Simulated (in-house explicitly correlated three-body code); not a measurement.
**Two electrons around a charge of +1.4: exact states and exact Kohn–Sham parts**

An exercise on one series of results from a longer session: the logs are not shown, and one member is left open.

The numbers are computed with in-house explicitly correlated three-body code version 1 (two electrons, non-relativistic, variational in exponentially correlated functions), except any that are marked as measured or tabulated.

## The system

* charge of the centre: +1.4
* mass of the centre: infinite
* interactions: Coulomb
* basis: 260 functions exp(−a r1 − b r2 − g r12) a state, exponent ranges optimised
* units: hartree and bohr; relativity and QED are left out

Set-up of the first run:

Settings:

```ini
Z = 1.4
interaction_strength = 1.0
functions = 260
states_tried = 13
```

On the command line:

```sh
$ python run_hyl.py task.json out
```

Among the steps run: The variational calculation.

One of the session's tables, all rows but one given; the rest of the session is left out.

It belongs to the step «Levels». 

```
state  binding (eV)  excitation (eV)  ⟨r12⟩ (bohr)
 1 ¹S       7.00903                0         2.340
 2 ³S      0.978765          6.03027         8.579
 2 ¹S      0.759348          6.24968         11.00
 2 ³P      0.567616          6.44142         11.86
 2 ¹P      0.545077          6.46395         12.56
 3 ³S      0.348457          6.66057         23.54
 3 ¹S      0.298189          6.71084         27.51
 3 ³P      0.249514          6.75952         30.18
 3 ¹P      0.241925          6.76711         31.29
 4 ¹S      0.158626          6.85040         51.56
 4 ³P             ?                ?             ?
 4 ¹P      0.136048          6.87298         57.53
```

**Question.** Estimate the row for 4 ³P.

The run gave: binding (eV): 0.139365; excitation (eV): 6.86967; ⟨r12⟩ (bohr): 56.04. In the column «binding (eV)» it lies between 4 ¹P (0.136048) and 4 ¹S (0.158626).
